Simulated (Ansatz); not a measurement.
## CH₅AlClFSi, SMILES F[SiH2][CH]([AlH2])Cl: a ladder of methods at one geometry

Computed with Ansatz 0.2.0, Python API.

`methods_ch5alclfsi.py`
```python
from pathlib import Path

import ansatz as az
import numpy as np

BASIS_SET = "def2-SVP"


def main() -> None:
    mol = (
        az.Crystal.molecule()
        .atom("F", [-1.8233, -1.9287, -1.0564])
        .atom("Si", [-1.1929, -0.3869, -0.7107])
        .atom("C", [0.3124, -0.6272, 0.3122])
        .atom("Al", [1.2092, 1.1544, 0.7694])
        .atom("Cl", [1.5326, -1.599, -0.602])
        .atom("H", [-2.1619, 0.4427, 0.0365])
        .atom("H", [-0.8092, 0.3063, -1.9567])
        .atom("H", [0.1162, -1.1427, 1.2558])
        .atom("H", [0.2774, 2.232, 1.6268])
        .atom("H", [2.6224, 1.498, 0.3281])
    )

    job = mol.calculation().basis(gaussian=BASIS_SET)

    print("functional    E (Ha)        dipole (D)   HOMO (eV)  LUMO (eV)")
    for name in ["lda", "hf", "cam_b3lyp", "pbe0", "lc_wpbe", "hse06"]:
        r = job.functional(name).forces().orbitals().run(runs_dir="runs").report
        lines = Path(r["orbitals_path"]).read_text().splitlines()
        field_of = lambda key: [line.split("=")[1].strip() for line in lines if line.startswith(key)]
        orbitals = [(27.211386 * float(e), s, float(n)) for e, s, n in zip(field_of("Ene="), field_of("Spin="), field_of("Occup="))]
        homo = max(e for e, _, n in orbitals if n > 0.5)
        lumo = min(e for e, _, n in orbitals if n < 0.5)
        dipole = 4.803205 * np.linalg.norm(r["charge_distribution"]["dipole_moment_e_ang"])
        print(f"{name:10s} {r['free_energy_ev'] / 27.211386246:14.6f} {dipole:9.3f} {homo:11.3f} {lumo:10.3f}")


if __name__ == "__main__":
    main()
```

```console
$ python methods_ch5alclfsi.py
functional    E (Ha)        dipole (D)   HOMO (eV)  LUMO (eV)
lda          -1127.937053     2.272      -6.286     -3.103
hf           -1130.175706     3.004     -10.560      0.698
cam_b3lyp    -1132.653803     2.519      -8.788     -1.117
pbe0         -1132.147815     2.525      -7.521     -2.097
lc_wpbe      -1132.300845     2.612     -10.231     -0.028
hse06        -1132.121006     2.517      -7.121     -2.467
```

Notes:
- Total energies depend on the basis set; only differences at equal settings carry meaning.
- The geometry is a force-field or estimated start, not a minimum of this method, and the basis set is short of its limit. A lower total doesn't mark the better method: functionals have no common bound, and MP2 and coupled cluster aren't variational.
- Levels such as HOMO and LUMO are orbital energies: with these approximate functionals they aren't the ionisation energy and electron affinity, and their gap isn't the fundamental gap.
- hse06 follows the composition of plane-wave codes, whose totals differ by tens of mHa, up to about 0.1 Ha, from the form usual in Gaussian-basis programs (wpbeh).
- Timing: 23 s on 1 thread of Intel(R) Xeon(R) Platinum 8375C CPU @ 2.90GHz (Ice Lake), with other jobs on the host, peak memory 0.34 GiB.

(Lines on the test bed's own set-up are left out of the output.)
